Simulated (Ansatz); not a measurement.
# GaC (quartet): from Hartree-Fock to the top rungs at distance C1–Ga2 = 2.248 Å, cc-pVDZ

Aim: climb from Hartree-Fock through coupled cluster and multireference methods for GaC (quartet) at one geometry and basis, and see what each rung misses.

The runs use Ansatz 0.2.0, Gaussian basis; cc-pVDZ, core rule «outside noble gas», up to 15 orbitals frozen.

The runs, in order: UHF; CCSD(T) on ROHF; CCSD(T) on UHF; BCCD(T) on ROHF; CISD; CCSDT(Q) on ROHF; CCSDT(Q) on UHF; CASSCF and MRCISD+Q, 5 electrons in 5 orbitals; CASSCF and NEVPT2, 5 electrons in 5 orbitals; CASSCF and MRCISD+Q, 7 electrons in 8 orbitals; CASSCF and NEVPT2, 7 electrons in 8 orbitals; Full CI.

21 further runs of the same task are left out: 2 for a known fault of the program, 15 that didn't finish, 4 set aside as unsound or not needed.

### 1 The geometry

The geometry derives from a PBE0/def2-TZVP stationary point (not a proven minimum). One bond is set to the value named and the two fragments are kept rigid. No spin-orbit coupling is included. The filled d shell of Ga may be among the frozen orbitals whatever the setting's name suggests; the logs give the count.

2 atoms, charge 0, spin multiplicity 4.

Atoms are counted from 1 here; the program's logs count them from 0.

Bond lengths: C1–Ga2 2.248 Å.

### 2 UHF

in.yaml reads:

```yaml
crystal:
  periodic: [false, false, false]
  atoms:
    - {symbol: C, position_ang: [0.000000, 0.000000, 0.000000]}
    - {symbol: Ga, position_ang: [0.000000, 0.000000, 2.248000]}
basis:
  gaussian: {orbitals: cc-pVDZ}
magnetization: {spin_polarized: true, initial_magnetization: 3}
hamiltonian: {xc: hf}
output: {orbitals: {seedname: orbitals}}
```

On the command line:

```
> ansatz run in.yaml --threads 1 --pin off --events-out ev --progress --plain --max-ram 2393MiB
```

After this run come: CCSD(T) on ROHF; CCSD(T) on UHF; BCCD(T) on ROHF; CISD; CCSDT(Q) on ROHF; CCSDT(Q) on UHF; CASSCF and MRCISD+Q, 5 electrons in 5 orbitals; CASSCF and NEVPT2, 5 electrons in 5 orbitals; CASSCF and MRCISD+Q, 7 electrons in 8 orbitals; CASSCF and NEVPT2, 7 electrons in 8 orbitals; Full CI.

Before running them: what should the planned runs give, taken together? Wanted: FCI below the RHF energy; RMP2 from FCI; UMP2 from FCI; RCCSD from FCI; RCCSD(T) from FCI; UCCSD(T) from FCI; RCCSDT(Q) from FCI; UCCSDT(Q) from FCI; NEVPT2 valence from FCI.

As calculated:

```
                         quantity                                                   value
         FCI below the RHF energy                                              -3.9091 eV
                    RMP2 from FCI                                             +1025.2 meV
                    UMP2 from FCI                                             +1014.6 meV
                   RCCSD from FCI                                              +176.2 meV
                RCCSD(T) from FCI                                               +50.1 meV
                UCCSD(T) from FCI                                               +47.3 meV
               RCCSDT(Q) from FCI                                                -0.6 meV
               UCCSDT(Q) from FCI                                                -5.1 meV
          NEVPT2 valence from FCI                                              +545.3 meV
        MRCISD+Q valence from FCI                                                +3.1 meV
levels within 1 kcal/mol (43 meV)  RCCSDT, UCCSDT, RCCSDT(Q), UCCSDT(Q), MRCISD+Q valence
                    T1 diagnostic                                                   0.044
   effectively unpaired electrons                                                    3.08
```

What this shows: RCCSD(T) misses by +50.1 meV, 1.3 % of the correlation energy. UCCSDT(Q) falls below full CI: unrestricted runs freeze a spin-polarised core, another one than full CI's, and coupled cluster isn't variational. The occupations are near whole numbers, but T1 = 0.044 shows that the orbitals relax strongly. Of the multireference levels listed MRCISD+Q valence comes nearest in total energy (+3.1 meV), which doesn't show that its space is the better one. These misses are within one basis, not against nature; the frozen cores of restricted and unrestricted runs differ, which can shift their rows.
